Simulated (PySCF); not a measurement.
**CF3SO2Cl: electronic excitations and core binding energies**

Aim: predict the electronic excitations and core binding energies of CF3SO2Cl (`O=S(=O)(Cl)C(F)(F)F`).

Computed with PySCF 2.14.0, with density-fitted response routines of our own, on a single molecule in the gas phase. Atoms count from 0, in the outputs and in this text.

## 1. Starting geometry

8 atoms, charge 0, multiplicity 1; geometry from: GFN2-xTB.

Bonds of the start (Å): O0–S1 1.42, S1–O2 1.42, S1–Cl3 2.01, S1–C4 1.87, C4–F5 1.32, C4–F6 1.32, C4–F7 1.32.

## 2. Excited states and response: PBE0/def2-SVPD

What the job is given:

```
{"job": {"kind": "uv", "xc": "PBE0", "basis": "def2-SVPD", "nstates": 8, "ntriplets": 3}, "charge": 0, "multiplicity": 1}
O      1.442363    -0.251621     1.303390
S      0.943499    -0.126371    -0.016946
O      1.298319    -1.063193    -1.019095
Cl     1.315630     1.726529    -0.687863
C     -0.927309    -0.072366     0.080300
F     -1.340729    -1.247208     0.512624
F     -1.298078     0.874422     0.919761
F     -1.424638     0.169220    -1.116736
```

With the program's defaults for keys left out, this is: TDDFT PBE0/def2-SVPD, vertical, gas phase, core orbitals frozen in the response.

Command:

```
$ OMP_NUM_THREADS=1 python probes_run.py task.json out
```

One launch serves the whole session: the jobs run in the order shown.

The log of the run:

```text
coarse grid: 9768 points
cycle   1  E = -1344.5083224596  dE =  2.262e+00  |g| = 1.387e+00  |ddm| = 3.977e+00
cycle   2  E = -1343.1749278281  dE =  1.333e+00  |g| = 3.033e+00  |ddm| = 3.978e+00
cycle   3  E = -1344.8668018865  dE = -1.692e+00  |g| = 2.198e-01  |ddm| = 2.948e+00
cycle   4  E = -1344.8716305477  dE = -4.829e-03  |g| = 1.686e-01  |ddm| = 4.312e-01
cycle   5  E = -1344.8773138350  dE = -5.683e-03  |g| = 1.728e-02  |ddm| = 1.749e-01
cycle   6  E = -1344.8773800031  dE = -6.617e-05  |g| = 4.338e-03  |ddm| = 2.737e-02
cycle   7  E = -1344.8773834682  dE = -3.465e-06  |g| = 1.499e-03  |ddm| = 4.998e-03
final grid: 91928 points
cycle   8  E = -1345.0310261184  dE = -1.946e-05  |g| = 8.995e-03  |ddm| = 4.563e-02
cycle   9  E = -1345.0309988260  dE =  2.729e-05  |g| = 1.464e-02  |ddm| = 2.323e-02
cycle  10  E = -1345.0310424354  dE = -4.361e-05  |g| = 1.754e-03  |ddm| = 1.479e-02
cycle  11  E = -1345.0310430372  dE = -6.018e-07  |g| = 2.492e-04  |ddm| = 1.992e-03
cycle  12  E = -1345.0310430495  dE = -1.231e-08  |g| = 7.612e-05  |ddm| = 3.863e-04
cycle  13  E = -1345.0310430505  dE = -9.991e-10  |g| = 2.947e-05  |ddm| = 9.757e-05
converged SCF energy = -1345.0310430505

Static polarisability (au): isotropic 56.977, principal 51.424 54.156 65.351

Singlet excitations
state   eV       nm        f      main configurations
  1   6.0251    205.8   0.00414   H->L 0.98
  2   6.7892    182.6   0.01902   H-2->L 0.71, H-1->L 0.21
  3   6.8039    182.2   0.06293   H-1->L 0.69, H-2->L 0.26
  4   6.9261    179.0   0.00204   H-3->L 0.97
  5   7.7755    159.5   0.00347   H-5->L 0.95
  6   8.0616    153.8   0.11648   H-4->L 0.80
  7   8.3256    148.9   0.00081   H->L+1 0.85
  8   8.7441    141.8   0.00497   H-1->L+1 0.90

Triplet excitations (Tamm-Dancoff, eV): 5.3421 5.8402 6.0031
```

It took 22 s on 1 thread, shared host.

The orbitals next to the gap, with their largest atomic shares:

```tsv
orbital	eV	atoms
HOMO−3	-10.91	O0 38 %, O2 38 %, S1 10 %
HOMO−2	-10.82	Cl3 77 %, S1 7 %, O2 5 %
HOMO−1	-10.39	O2 22 %, O0 22 %, Cl3 14 %
HOMO	-9.97	Cl3 44 %, O2 27 %, O0 27 %
LUMO	-2.29	Cl3 45 %, S1 26 %, O0 9 %
LUMO+1	-0.06	S1 36 %, Cl3 18 %, O0 12 %
LUMO+2	0.50	S1 30 %, C4 20 %, O0 13 %
```

With each of the 8 states as a Gaussian band of 0.4 eV half-width at 1/e, the curve within the window shown has maxima at 182 nm (ε 3,400), 154 nm (ε 4,800) L/(mol cm). Beyond the last state computed it falls off for lack of states. The curve at chosen wavelengths:

nm, ε (L/mol/cm) and a bar:
```
      137        127 #
      141        383 ##
      144        947 ######
      148       2712 #################
      152       4589 #############################
      155       4712 ##############################
      159       3163 ####################
      162       1798 ###########
      166        811 #####
      170        927 ######
      173       1561 ##########
      177       2667 #################
      181       3357 #####################
      184       3303 #####################
      188       2591 ################
      192       1644 ##########
      195       1057 #######
      199        561 ###
      203        324 ##
      206        239 #
      210        174 #
      213        136 #
      217         93 
      221         57 
      224         37 
      228         19
```

Leading natural transition orbitals of singlet state 6: the hole lies on O0, O2 about 34 % each; Cl3 24 %; S1 8 %; the particle on Cl3 42 %; S1 30 %; O0, O2 about 8 % each.

Leading natural transition orbitals of singlet state 1: the hole lies on Cl3 46 %; O0, O2 about 26 % each; the particle on Cl3 42 %; S1 30 %; O0, O2 about 9 % each.

Further results of this job:

```tsv
property	computed
dipole moment (D)	1.91
polarisability (Å³)	8.44
HOMO–LUMO gap (eV)	7.69
−ε(HOMO) (eV)	9.97
```

Orbitals, density, ELF and potential are computed afterwards from the orbital file.

Frontier orbitals at PBE0/def2-SVPD, with the share of their density that lies nearest to each atom:

```tsv
orbital	energy (eV)	lies on
HOMO	-9.97	Cl3 44 %; O0, O2 about 27 % each
LUMO	-2.29	Cl3 43 %; S1 29 %; O0, O2 about 8 % each
```

ELF in a plane through or near 4 of the atoms.

Values, 10 rows by 14 columns:
```
0.00 0.00 0.00 0.00 0.00 0.00 0.00 0.00 0.00 0.00 0.00 0.00 0.00 0.00
0.00 0.00 0.01 0.09 0.18 0.21 0.10 0.00 0.00 0.00 0.00 0.00 0.00 0.00
0.00 0.02 0.32 0.70 0.80 0.86 0.73 0.09 0.00 0.00 0.00 0.00 0.00 0.00
0.00 0.21 0.70 0.84 0.50 0.34 0.78 0.02 0.02 0.02 0.01 0.00 0.00 0.00
0.00 0.06 0.43 0.67 0.74 0.80 0.45 0.29 0.33 0.28 0.06 0.01 0.00 0.00
0.00 0.00 0.00 0.13 0.41 0.80 0.23 0.91 0.30 0.62 0.33 0.15 0.00 0.00
0.00 0.00 0.00 0.05 0.21 0.41 0.42 0.05 0.66 0.56 0.84 0.57 0.02 0.00
0.00 0.00 0.00 0.00 0.01 0.03 0.02 0.01 0.43 0.60 0.43 0.16 0.00 0.00
0.00 0.00 0.00 0.00 0.00 0.00 0.00 0.00 0.00 0.01 0.01 0.00 0.00 0.00
0.00 0.00 0.00 0.00 0.00 0.00 0.00 0.00 0.00 0.00 0.00 0.00 0.00 0.00
```
The map spans 8.4 Å across and 8.5 Å up, centred on the molecule. Atoms in the plane (x, y in Å): S1 (-0.9, -0.3), Cl3 (-1.6, 1.6), C4 (0.9, 0.0), F5 (1.5, -1.1).

On the surface of density 0.002 e/bohr³ the electrostatic potential runs, from the 1st to the 99th percentile, from -0.79 V near O0 to 1.32 V near F5.

## 3. Core holes by ΔSCF: SCAN, X2C

The job, as its differences from that of step 2:

```diff
@@ -1,2 +1,2 @@
-{"job": {"kind": "uv", "xc": "PBE0", "basis": "def2-SVPD", "nstates": 8, "ntriplets": 3}, "charge": 0, "multiplicity": 1}
+{"job": {"kind": "xps"}, "charge": 0, "multiplicity": 1}
 O      1.442363    -0.251621     1.303390
```

Level: delta-SCF UKS SCAN, pcX-2 on the ionised atom, pcseg-1 elsewhere, spin-free X2C.

The log of the run:

```text
ground state, core basis on atom 0 (O), 151 functions
  cycle   1  E = -1348.47094307  |g| = 1.44e+00
  cycle   2  E = -1345.86579452  |g| = 3.90e+00
  cycle   3  E = -1348.81509175  |g| = 3.97e-01
  cycle   4  E = -1348.82728294  |g| = 3.51e-01
  cycle   5  E = -1348.84989257  |g| = 1.09e-01
  cycle   6  E = -1348.85177511  |g| = 4.92e-02
  cycle   7  E = -1348.85226097  |g| = 8.02e-03
  cycle   8  E = -1348.85227075  |g| = 3.00e-03
  cycle   9  E = -1348.85227560  |g| = 1.14e-03
  cycle  10  E = -1348.85227279  |g| = 2.89e-04
  E(ground) = -1348.87119385 Eh
hole in O 1s of atom 0
  cycle   1  E = -1328.19365232  |g| = 2.23e+00
  cycle   2  E = -1327.27437714  |g| = 2.46e+00
  cycle   3  E = -1328.75060674  |g| = 8.31e-01
  cycle   4  E = -1328.78273609  |g| = 7.96e-01
  cycle   5  E = -1329.00744428  |g| = 1.90e-01
  cycle   6  E = -1329.02264300  |g| = 9.82e-02
  cycle   7  E = -1329.02771543  |g| = 2.21e-02
  cycle   8  E = -1329.02788983  |g| = 8.36e-03
  cycle   9  E = -1329.02791398  |g| = 2.70e-03
  cycle  10  E = -1329.02791743  |g| = 7.70e-04
  cycle  11  E = -1329.02791509  |g| = 6.30e-04
  cycle  12  E = -1329.02791652  |g| = 1.88e-04
  E(ion) = -1329.04850033 Eh   <S^2> = 0.7651   hole on atom = 1.000   binding energy = 539.403 eV
ground state, core basis on atom 1 (S), 162 functions
  cycle   1  E = -1349.02284432  |g| = 4.26e-01
  cycle   2  E = -1349.01226114  |g| = 2.69e-01
  cycle   3  E = -1349.00113781  |g| = 3.56e-01
  cycle   4  E = -1349.02514824  |g| = 4.91e-02
  cycle   5  E = -1349.02561080  |g| = 1.42e-02
  cycle   6  E = -1349.02564168  |g| = 5.42e-03
  cycle   7  E = -1349.02564697  |g| = 1.33e-03
  cycle   8  E = -1349.02564793  |g| = 6.31e-04
  cycle   9  E = -1349.02565034  |g| = 2.04e-04
  E(ground) = -1349.03179938 Eh
hole in S 1s of atom 1
  cycle   1  E = -1256.53603073  |g| = 5.08e+00
  cycle   2  E = -1255.19288116  |g| = 3.17e+00
  cycle   3  E = -1255.50410850  |g| = 2.16e+00
  cycle   4  E = -1257.54390043  |g| = 6.96e-01
  cycle   5  E = -1257.46030827  |g| = 6.84e-01
  cycle   6  E = -1257.71597726  |g| = 1.23e-01
  cycle   7  E = -1257.72152212  |g| = 6.78e-02
  cycle   8  E = -1257.72343032  |g| = 1.67e-02
  cycle   9  E = -1257.72353282  |g| = 8.32e-03
  cycle  10  E = -1257.72355209  |g| = 5.15e-03
  cycle  11  E = -1257.72355942  |g| = 2.96e-03
  cycle  12  E = -1257.72356224  |g| = 5.27e-04
  cycle  13  E = -1257.72356293  |g| = 2.53e-04
  E(ion) = -1257.72257148 Eh   <S^2> = 0.7519   hole on atom = 1.000   binding energy = 2484.651 eV
hole in S 2p of atom 1
  cycle   1  E = -1342.11195760  |g| = 1.55e+00
  cycle   2  E = -1340.79259717  |g| = 2.34e+00
  cycle   3  E = -1342.30407929  |g| = 7.42e-01
  cycle   4  E = -1342.51613665  |g| = 2.47e-01
  cycle   5  E = -1342.52711119  |g| = 1.54e-01
  cycle   6  E = -1342.53756159  |g| = 6.31e-02
  cycle   7  E = -1342.53973579  |g| = 1.88e-02
  cycle   8  E = -1342.53987125  |g| = 6.18e-03
  cycle   9  E = -1342.53988956  |g| = 2.32e-03
  cycle  10  E = -1342.53988966  |g| = 1.18e-03
  cycle  11  E = -1342.53988987  |g| = 1.30e-03
  cycle  12  E = -1342.53989128  |g| = 4.00e-04
  E(ion) = -1342.55385251 Eh   <S^2> = 0.7547   hole on atom = 1.001   binding energy = 176.274 eV
  2p3/2 = 175.775 eV   2p1/2 = 177.008 eV
ground state, core basis on atom 3 (Cl), 162 functions
  cycle   1  E = -1349.00334596  |g| = 4.89e-01
  cycle   2  E = -1349.00134742  |g| = 1.28e-01
  cycle   3  E = -1348.99361772  |g| = 2.36e-01
  cycle   4  E = -1349.00428513  |g| = 2.65e-02
  cycle   5  E = -1349.00443750  |g| = 7.64e-03
  cycle   6  E = -1349.00444992  |g| = 1.82e-03
  cycle   7  E = -1349.00444914  |g| = 4.74e-04
  E(ground) = -1349.01359794 Eh
hole in Cl 1s of atom 3
  cycle   1  E = -1243.74065953  |g| = 5.47e+00
  cycle   2  E = -1243.98388905  |g| = 2.29e+00
  cycle   3  E = -1244.10399611  |g| = 1.38e+00
  cycle   4  E = -1244.83999613  |g| = 6.27e-01
  cycle   5  E = -1244.96526014  |g| = 2.62e-01
  cycle   6  E = -1244.99364755  |g| = 5.59e-02
  cycle   7  E = -1244.99479802  |g| = 2.93e-02
  cycle   8  E = -1244.99504972  |g| = 1.18e-02
  cycle   9  E = -1244.99509062  |g| = 3.44e-03
  cycle  10  E = -1244.99509193  |g| = 3.69e-03
  cycle  11  E = -1244.99509610  |g| = 9.26e-04
  cycle  12  E = -1244.99509842  |g| = 6.26e-04
  cycle  13  E = -1244.99509770  |g| = 1.95e-04
  E(ion) = -1245.01144716 Eh   <S^2> = 0.7532   hole on atom = 1.000   binding energy = 2830.043 eV
hole in Cl 2p of atom 3
  cycle   1  E = -1340.87550975  |g| = 1.71e+00
  cycle   2  E = -1340.63349137  |g| = 1.46e+00
  cycle   3  E = -1341.10153610  |g| = 7.53e-01
  cycle   4  E = -1341.32602958  |g| = 2.51e-01
  cycle   5  E = -1341.34463482  |g| = 1.00e-01
  cycle   6  E = -1341.34969397  |g| = 2.28e-02
  cycle   7  E = -1341.34985259  |g| = 1.39e-02
  cycle   8  E = -1341.34990024  |g| = 8.32e-03
  cycle   9  E = -1341.34992490  |g| = 3.46e-03
  cycle  10  E = -1341.34992903  |g| = 8.84e-04
  cycle  11  E = -1341.34992768  |g| = 4.69e-04
  E(ion) = -1341.36703357 Eh   <S^2> = 0.7542   hole on atom = 1.001   binding energy = 208.074 eV
  2p3/2 = 207.469 eV   2p1/2 = 209.123 eV
ground state, core basis on atom 4 (C), 151 functions
  cycle   1  E = -1348.83199939  |g| = 6.92e-02
  cycle   2  E = -1348.83147975  |g| = 6.34e-02
  cycle   3  E = -1348.83218287  |g| = 3.07e-02
  cycle   4  E = -1348.83238029  |g| = 6.11e-03
  cycle   5  E = -1348.83238425  |g| = 2.46e-03
  cycle   6  E = -1348.83238871  |g| = 7.45e-04
  cycle   7  E = -1348.83238594  |g| = 2.09e-04
  E(ground) = -1348.85494318 Eh
hole in C 1s of atom 4
  cycle   1  E = -1337.26542055  |g| = 1.51e+00
  cycle   2  E = -1326.48450106  |g| = 4.24e+00
  cycle   3  E = -1337.29179468  |g| = 1.05e+00
  cycle   4  E = -1337.69720436  |g| = 6.23e-01
  cycle   5  E = -1337.80445833  |g| = 1.87e-01
  cycle   6  E = -1337.81626765  |g| = 9.38e-02
  cycle   7  E = -1337.82064045  |g| = 3.06e-02
  cycle   8  E = -1337.82098153  |g| = 1.64e-02
  cycle   9  E = -1337.82107346  |g| = 7.47e-03
  cycle  10  E = -1337.82109630  |g| = 3.39e-03
  cycle  11  E = -1337.82110012  |g| = 2.83e-03
  cycle  12  E = -1337.82110456  |g| = 1.10e-03
  cycle  13  E = -1337.82110520  |g| = 6.45e-04
  cycle  14  E = -1337.82110374  |g| = 1.50e-04
  E(ion) = -1337.84604968 Eh   <S^2> = 0.7812   hole on atom = 1.000   binding energy = 299.567 eV
ground state, core basis on atom 5 (F), 151 functions
  cycle   1  E = -1348.86249119  |g| = 1.21e-01
  cycle   2  E = -1348.86184771  |g| = 8.32e-02
  cycle   3  E = -1348.86216539  |g| = 6.83e-02
  cycle   4  E = -1348.86280059  |g| = 4.54e-03
  cycle   5  E = -1348.86280235  |g| = 1.71e-03
  cycle   6  E = -1348.86280162  |g| = 8.18e-04
  cycle   7  E = -1348.86280318  |g| = 1.06e-04
  E(ground) = -1348.88762192 Eh
hole in F 1s of atom 5
  cycle   1  E = -1322.40943761  |g| = 2.58e+00
  cycle   2  E = -1320.34940241  |g| = 2.72e+00
  cycle   3  E = -1322.43340246  |g| = 1.22e+00
  cycle   4  E = -1323.24864394  |g| = 3.85e-01
  cycle   5  E = -1323.27528996  |g| = 2.41e-01
  cycle   6  E = -1323.29331405  |g| = 9.58e-02
  cycle   7  E = -1323.29665693  |g| = 3.96e-02
  cycle   8  E = -1323.29736289  |g| = 6.45e-03
  cycle   9  E = -1323.29737956  |g| = 1.59e-03
  cycle  10  E = -1323.29738084  |g| = 7.22e-04
  cycle  11  E = -1323.29738239  |g| = 4.26e-04
  E(ion) = -1323.32939051 Eh   <S^2> = 0.7575   hole on atom = 1.000   binding energy = 695.475 eV
```

Wall time 30 s (1 thread, shared host).

Binding energies by hole, beside the orbital energy of the ground state; the difference holds orbital relaxation and, for a density functional, its self-interaction error:

```tsv
hole	stands for	environment	ΔSCF (eV; 2p as the shell's mean)	−ε (eV)	⟨S²⟩
O1s on O0	O0, O2	S=O oxygen	539.40	518.1	0.765
S1s on S1	S1	sulfonyl sulfur	2484.65	2421.8	0.752
S2p on S1	S1	sulfonyl sulfur	176.19	164.3	0.755
Cl1s on Cl3	Cl3	chlorine bonded to S	2830.04	2765.3	0.753
Cl2p on Cl3	Cl3	chlorine bonded to S	208.02	195.1	0.754
C1s on C4	C4	CF3 carbon	299.57	282.4	0.781
F1s on F5	F5, F6, F7	fluorine of an SCF3 group	695.47	669.4	0.757
```

Each hole run stands for the others of its class of like atoms.

With the spin-orbit splitting: S1 2p3/2 175.77, 2p1/2 177.01 eV; Cl3 2p3/2 207.47, 2p1/2 209.12 eV. The table gives each 2p level as the mean over the whole 2p shell (two parts 2p3/2, one part 2p1/2), which differs a little from the single hole in the log.

## 4. Outcome

```
                                quantity                        value
         lowest singlet (PBE0/def2-SVPD)  6.03 eV (206 nm), f = 0.004
brightest single state of those computed  state 6, 8.06 eV, f = 0.116
                          lowest triplet                      5.34 eV
   surface potential, 1st and 99th percentile           -0.79 V and 1.32 V
        O1s binding energies, SCAN/pcX-2                 O0 539.40 eV
        S1s binding energies, SCAN/pcX-2                S1 2484.65 eV
        S2p binding energies, SCAN/pcX-2                 S1 176.19 eV
       Cl1s binding energies, SCAN/pcX-2               Cl3 2830.04 eV
       Cl2p binding energies, SCAN/pcX-2                Cl3 208.02 eV
        C1s binding energies, SCAN/pcX-2                 C4 299.57 eV
        F1s binding energies, SCAN/pcX-2                 F5 695.47 eV
```

The lowest singlet, at 6.03 eV, is HOMO→LUMO 0.98 and is weak; of the 8 states computed, the strongest absorption comes from state 6 at 8.06 eV. The lowest triplet lies 0.68 eV below the lowest singlet (triplets in Tamm-Dancoff, singlets in full TDDFT). At PBE0/def2-SVPD, counted by nearest atom on the grid, the HOMO lies on Cl3 44 %; O0, O2 about 27 % each, the LUMO on Cl3 43 %; S1 29 %.
